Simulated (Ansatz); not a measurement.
**Sr3Ta2O: from a guess to a relaxed structure**

The task: take a trial cell of Sr3Ta2O to zero force and stress.

Method: DFT PBE, scalar-relativistic, plane waves, PAW, in Ansatz 0.2.0.

1 further run of the same task is left out (set aside as unsound or not needed).

### 1 Starting point

The structure is hexagonal, space group P6/mmm (No. 191). Conventional cell: a = 5.823 Å, b = 5.823 Å, c = 5.526 Å, α = 90.00°, β = 90.00°, γ = 120.00°. Around Sr (site symmetry mmm) lie 4 Sr at 2.91 Å and 4 Ta at 3.13 Å. Ta (site symmetry 6mm) has 1 O at 1.61 Å as nearest neighbours. O (site symmetry 6/mmm) has 2 Ta at 1.61 Å as nearest neighbours.

Coordinates:

```
CELL_PARAMETERS angstrom
5.82301 0.00000 0.00000
-2.91150 5.04287 0.00000
0.00000 0.00000 5.52593
ATOMIC_POSITIONS crystal
Sr 0.50000 0.00000 0.00000
Sr 0.00000 0.50000 0.00000
Sr 0.50000 0.50000 0.00000
Ta 0.00000 0.00000 0.79154
Ta 0.00000 0.00000 0.20846
O 0.00000 0.00000 0.50000
```

Recipe of the guess: random cell by space group and Wyckoff sites (P6/mmm, No. 191). Lengths come from tabulated atomic sizes and are only a guess.

### 2 A first look at the guess

input.yaml

```yaml
crystal:
  lattice:
    - [5.82300949, 0.0, 0.0]
    - [-2.91150474, 5.04287414, 0.0]
    - [0.0, 0.0, 5.52593305]
  atoms:
    - { symbol: Sr, position: [0.5, 0.0, 0.0] }
    - { symbol: Sr, position: [0.0, 0.5, 0.0] }
    - { symbol: Sr, position: [0.5, 0.5, 0.0] }
    - { symbol: Ta, position: [0.0, 0.0, 0.79153703] }
    - { symbol: Ta, position: [0.0, 0.0, 0.20846297] }
    - { symbol: O, position: [0.0, 0.0, 0.5] }
basis:
  ecutwfc: 420
kpoints:
  mp_grid: { grid: [3, 3, 4] }
hamiltonian:
  xc: pbe
scf:
  occupations: { method: gaussian, width: 0.1 }
  lower_state_search: "off"
output:
  forces: true
  stress: true
  eigenvalues: true
```

Launch:

```console
$ ansatz run input.yaml --threads 1 --pin off --max-ram 2560MiB --backend cpu --events-out ev --progress --plain --runs-dir out
```

The session goes on with these runs: spin check on a coarse mesh; a loose first relaxation; relaxation on the finer mesh.

What does the calculation give? Wanted: conventional cell; volume; energy over the elements; gap on the mesh.

The runs gave:

| quantity | value |
| --- | --- |
| symmetry at the end (tolerance 0.05 Å) | space group P6/mmm (No. 191) |
| conventional cell | a = 7.200 Å, b = 7.200 Å, c = 6.204 Å, α = 90.00°, β = 90.00°, γ = 120.00° |
| volume | 46.42 Å³/atom |
| energy over the elements (uncorrected; H, N, O, F and Cl as molecules) | +0.50 eV/atom |
| gap on the mesh | none (metal) |

The space group P6/mmm (No. 191) is kept, and the volume per atom grows by 71.7 % from the first guess. The formation energy is positive, so the separate elements lie lower. No finished test with a distortion of lower symmetry is shown, so the end may be a saddle point. The runs treat Ta without spin-orbit coupling. Other magnetic orders were not searched.
